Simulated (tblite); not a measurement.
# C23H33BIS: the cost of one run

Programs: tblite 0.8.0 and PySCF 2.14.0, with routines of our own; each step states its level. All values are computed. Atoms count from 0.

## (1) The starting structure

59 atoms, charge 1, multiplicity 1; geometry from: force field, distance geometry or constructed start.

## (2) Relaxing the molecule with GFN2-xTB

The job: settings as JSON, then the geometry in Å.

```
{"job": {"kind": "relax", "xc": "GFN2-xTB", "basis": "xTB"}, "charge": 1, "multiplicity": 1}
C     -4.876500    -1.699900    -1.404900
S     -4.244400    -0.588000    -2.708600
C     -3.338700     0.476100    -1.541900
C     -3.922300     1.694700    -1.033100
C     -5.206500     2.356700    -1.620700
C     -6.460800     1.482000    -1.386800
C     -5.515700     3.743900    -0.990500
C     -5.015000     2.628100    -3.135900
C     -3.238600     2.313900     0.047600
C     -2.030000     1.841700     0.527400
C     -1.423700     0.732500    -0.046300
I      0.517700     0.242000     0.678000
C      2.437600    -0.241700     1.397300
C      3.075800    -1.404800     0.948900
C      4.356900    -1.716100     1.400000
C      5.043700    -0.869000     2.306100
C      6.464800    -1.174800     2.822700
C      6.433300    -1.288100     4.361000
C      7.039900    -2.501000     2.271900
C      7.425800    -0.038800     2.408800
C      4.384100     0.312100     2.722800
C      3.100500     0.619200     2.268100
C     -2.057700     0.053100    -1.087500
B     -1.320200    -1.190000    -1.763700
C     -1.072000    -2.517200    -0.926300
C     -1.039800    -1.204400    -3.326600
H     -5.608200    -2.399900    -1.856500
H     -4.051900    -2.280100    -0.954900
H     -5.389200    -1.118100    -0.608400
H     -6.488200     1.135200    -0.326000
H     -6.500800     0.608200    -2.057100
H     -7.390900     2.057300    -1.583500
H     -5.766600     3.640300     0.089400
H     -6.393300     4.218700    -1.468400
H     -4.657200     4.441100    -1.113700
H     -4.078300     3.194400    -3.317000
H     -5.865300     3.222100    -3.546900
H     -4.982600     1.704500    -3.743200
H     -3.616200     3.194400     0.539300
H     -1.539400     2.373400     1.334200
H      2.567700    -2.068600     0.264000
H      4.803500    -2.640700     1.032400
H      5.720500    -2.069600     4.676500
H      6.136100    -0.326300     4.831400
H      7.435200    -1.546900     4.761000
H      6.402500    -3.363200     2.562300
H      8.062800    -2.687400     2.671200
H      7.121100    -2.466100     1.163600
H      7.426200     0.079900     1.301200
H      7.130600     0.930000     2.862800
H      8.460900    -0.266800     2.738500
H      4.870300     1.000000     3.402800
H      2.618600     1.527400     2.601400
H     -1.333100    -2.362500     0.137300
H     -1.708900    -3.332200    -1.333400
H     -0.006900    -2.813800    -1.006000
H     -1.160000    -0.191900    -3.754500
H      0.011000    -1.530100    -3.512300
H     -1.733500    -1.906000    -3.823400
```

The run is started by

```bash
$ OMP_NUM_THREADS=2 python large_run.py task.json out
```

One launch serves the whole session: the jobs run in the order shown.

Q: Estimate the wall time and peak memory of this first job on 2 threads of Arm Neoverse N1, shared host.

About 21 s, with a peak of 0.19 GiB.
